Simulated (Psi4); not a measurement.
# GeH3 (SMILES [GeH3]) at UCCSD/def2-TZVPP

What is the vertical doublet–quartet gap of GeH3 at UCCSD/def2-TZVPP? 

Program for the calculation: Psi4 1.11.

3 further runs of the same task are left out: 3 set aside as unsound or not needed.

## (1) The molecule

GeH3: 4 atoms, total charge 0, spin state doublet. SMILES: `[GeH3]`. The coordinates come from a PBE0-D4/def2-TZVP relaxation.

Bond lengths: Ge1–H2 1.539 Å, Ge1–H3 1.539 Å, Ge1–H4 1.539 Å. Angles: H2–Ge1–H3 111.1°, H2–Ge1–H4 111.1°, H3–Ge1–H4 111.1°.

## (2) A single-point energy at UCCSD/def2-TZVPP

geh3.py

```python
import psi4

psi4.set_memory('1600 MB')
psi4.set_num_threads(1)
psi4.core.set_output_file('run.log', False)

mol = psi4.geometry("""
0 2
Ge
H 1 1.539089
H 1 1.539135 2 111.11836
H 1 1.539106 2 111.11762 3 124.27885
units angstrom
symmetry c1
""")

psi4.set_options({
    'reference': 'uhf',
    'puream': True,
    'e_convergence': 1e-09,
    'd_convergence': 1e-08,
    'scf_type': 'pk',
    'num_frozen_docc': 9,
    'maxiter': 100,
})

e_tot, wfn = psi4.energy('ccsd/def2-TZVPP', molecule=mol, return_wfn=True)
print(f'ccsd/def2-TZVPP energy: {e_tot:.10f} Eh')
```

On the command line:

```console
$ python geh3.py
```

run.log:

```text
[...]
  Running in c1 symmetry.
[...]
  Nuclear repulsion =   33.632093081797727
[...]
  Multiplicity = 2
[...]
  Nalpha       = 18
  Nbeta        = 17
[...]
    Number of basis functions: 90
[...]
   @UHF iter   1: -2075.78816300510744   -2.88344e+00   3.04600e-02 DIIS/ADIIS
[...]
   @UHF iter  13: -2077.06889122518987    4.54747e-13   3.14268e-09 DIIS
[...]
   @S^2 Observed:                7.548424835E-01
[...]
    Orbital Energies [Eh]
    ---------------------
    Alpha Occupied:
       1A   -405.233936     2A    -52.141586     3A    -46.231310
       4A    -46.228081     5A    -46.228081     6A     -7.186670
       7A     -5.166565     8A     -5.158852     9A     -5.158852
      10A     -1.634819    11A     -1.634081    12A     -1.634080
      13A     -1.630014    14A     -1.630013    15A     -0.736486
      16A     -0.480170    17A     -0.480166    18A     -0.330116
    Alpha Virtual:
      19A      0.143900    20A      0.154952    21A      0.154953
      22A      0.252413    23A      0.286288    24A      0.286289
      25A      0.301886    26A      0.301886    27A      0.415656
[...]
  @UHF Final Energy: -2077.06889122518987
   => Energetics <=
    Nuclear Repulsion Energy =             33.6320930817977271
    One-Electron Energy =               -2963.9917561235497487
    Two-Electron Energy =                 853.2907718165618007
    Total Energy =                      -2077.0688912251898728
  UHF NO Occupations:
  HONO-2 :   16  A 1.9997328
  HONO-1 :   17  A 1.9981769
[...]
 Multipole Moments:
 ------------------------------------------------------------------------------------
     Multipole            Electronic (a.u.)      Nuclear  (a.u.)        Total (a.u.)
 ------------------------------------------------------------------------------------
 L = 1.  Multiply by 2.5417464519 to convert [e a0] to [Debye]
 Dipole X            :         -1.2389582            1.2141436           -0.0248146
 Dipole Y            :         -0.6549389            0.6418070           -0.0131318
 Dipole Z            :         -0.4490791            0.4400998           -0.0089793
 Magnitude           :                                                    0.0294760
[...]
      * MP2 total energy                      = -2077.319172549412087
[...]
      * CCSD total energy                     = -2077.335774566901364
```

Standard output:

```text
ccsd/def2-TZVPP energy: -2077.3357745669 Eh
```

It took 27 s on 1 thread of Intel Xeon 6975P-C (Granite Rapids), shared host; peak memory 0.66 GiB.

## (3) The quartet

geh3.json

```json
{
  "schema_name": "qcschema_input",
  "schema_version": 1,
  "molecule": {
    "schema_name": "qcschema_molecule",
    "schema_version": 2,
    "symbols": ["Ge", "H", "H", "H"],
    "geometry": [0.40553523, -0.23791652, -0.4712977, 1.99366106, 0.20711398, 1.92430811, -1.66825022, -2.22212895, -0.00018897, -0.73094607, 2.25293149, -1.45282144],
    "molecular_charge": 0,
    "molecular_multiplicity": 4,
    "fix_symmetry": "c1",
    "fix_com": true,
    "fix_orientation": true
  },
  "driver": "energy",
  "model": {
    "method": "ccsd",
    "basis": "def2-TZVPP"
  },
  "keywords": {
    "reference": "uhf",
    "puream": true,
    "e_convergence": 1e-09,
    "d_convergence": 1e-08,
    "scf_type": "pk",
    "num_frozen_docc": 9,
    "maxiter": 100
  }
}
```

On the command line:

```console
$ psi4 --qcschema geh3.json -n 1 --memory 1600MB
```

stdout:

```text
[...]
  Running in c1 symmetry.
[...]
  Nuclear repulsion =   33.632092844370980
[...]
  Multiplicity = 4
[...]
  Nalpha       = 19
  Nbeta        = 16
[...]
    Number of basis functions: 90
[...]
   @UHF iter   1: -2075.57214943674762   -2.66743e+00   2.99580e-02 ADIIS/DIIS
[...]
   @UHF iter  24: -2076.77491754295079   -2.27374e-11   7.28833e-09 DIIS
[...]
   @S^2 Observed:                3.759704222E+00
[...]
    Orbital Energies [Eh]
    ---------------------
    Alpha Occupied:
       1A   -405.254675     2A    -52.164048     3A    -46.253271
       4A    -46.251025     5A    -46.248311     6A     -7.212568
       7A     -5.191664     8A     -5.186003     9A     -5.178186
      10A     -1.666560    11A     -1.657632    12A     -1.656046
      13A     -1.650041    14A     -1.649757    15A     -0.838383
      16A     -0.621304    17A     -0.510367    18A     -0.369092
      19A     -0.150430
    Alpha Virtual:
      20A      0.123338    21A      0.127195    22A      0.215965
      23A      0.253570    24A      0.262429    25A      0.262832
[...]
  @UHF Final Energy: -2076.77491754295079
   => Energetics <=
    Nuclear Repulsion Energy =             33.6320928443709803
    One-Electron Energy =               -2962.8851218771906133
    Two-Electron Energy =                 852.4781114898687520
    Total Energy =                      -2076.7749175429507886
  UHF NO Occupations:
  HONO-2 :   17  A 1.0000000
  HONO-1 :   18  A 1.0000000
[...]
 Multipole Moments:
 ------------------------------------------------------------------------------------
     Multipole            Electronic (a.u.)      Nuclear  (a.u.)        Total (a.u.)
 ------------------------------------------------------------------------------------
 L = 1.  Multiply by 2.5417464519 to convert [e a0] to [Debye]
 Dipole X            :        -12.7460112           12.5715921           -0.1744191
 Dipole Y            :          7.1006807           -7.3754121           -0.2747314
 Dipole Z            :         14.5845661          -14.6102287           -0.0256626
 Magnitude           :                                                    0.3264322
[...]
      * MP2 total energy                      = -2077.014855395961604
[...]
      * CCSD total energy                     = -2077.030703650855230
[...]
```

The result, in JSON:

```text
{
 "driver": "energy",
 "model": {
  "method": "ccsd",
  "basis": "def2-TZVPP"
 },
 "success": true,
 "return_result": -2077.0307036508552,
 "properties": {
  "calcinfo_nbasis": 90,
  "calcinfo_nmo": 90,
  "calcinfo_nalpha": 19,
  "calcinfo_nbeta": 16,
  "calcinfo_natom": 4,
  "nuclear_repulsion_energy": 33.63209284437098,
  "return_energy": -2077.0307036508552,
  "scf_one_electron_energy": -2962.8851218771906,
  "scf_two_electron_energy": 852.4781114898688,
  "scf_dipole_moment": [-0.1744190876810663, -0.2747314430501069, -0.02566264401989038],
  "scf_total_energy": -2076.774917542951,
  "scf_iterations": 24,
  "mp2_same_spin_correlation_energy": -0.07295672169435237,
  "mp2_opposite_spin_correlation_energy": -0.16698113132529785,
  "mp2_singles_energy": -1.3906101427762447e-27,
  "mp2_doubles_energy": -0.2399378530196502,
  "mp2_correlation_energy": -0.2399378530196502,
  "mp2_total_energy": -2077.0148553959616,
  "ccsd_same_spin_correlation_energy": -0.07057026051206353,
  "ccsd_opposite_spin_correlation_energy": -0.18521584740095304,
  "ccsd_singles_energy": 2.84860520855949e-16,
  "ccsd_doubles_energy": -0.2557861079130166,
  "ccsd_correlation_energy": -0.25578610791301626,
  "ccsd_total_energy": -2077.0307036508552,
  "ccsd_iterations": 28
 }
}
```

Wall time 40 s (1 thread of Intel Xeon 6975P-C (Granite Rapids), shared host); peak memory 0.66 GiB.

## (4) Outcome

At UCCSD/def2-TZVPP, 9 core orbitals frozen:

| quantity | value |
| --- | --- |
| doublet: total energy | -2077.33577 Eh |
| doublet: HOMO energy (Hartree–Fock orbitals) (highest over α and β) | -8.98 eV |
| doublet: LUMO energy (Hartree–Fock orbitals) (lowest over α and β) | 1.09 eV |
| doublet: correlation energy (9 core orbitals frozen) | -266.9 mEh |
| doublet: ⟨S²⟩ of the reference determinant | 0.755 |
| doublet: T1 diagnostic | 0.017 |
| quartet: total energy | -2077.03070 Eh |
| quartet: HOMO energy (Hartree–Fock orbitals) (highest over α and β) | -4.09 eV |
| quartet: LUMO energy (Hartree–Fock orbitals) (lowest over α and β) | -2.77 eV |
| quartet: correlation energy (9 core orbitals frozen) | -255.8 mEh |
| quartet: ⟨S²⟩ of the reference determinant | 3.760 |
| quartet: T1 diagnostic | 0.034 |
| vertical energy of the quartet above the doublet | 8.301 eV |

At this shape the quartet lies 8.30 eV (801 kJ/mol) above the doublet.
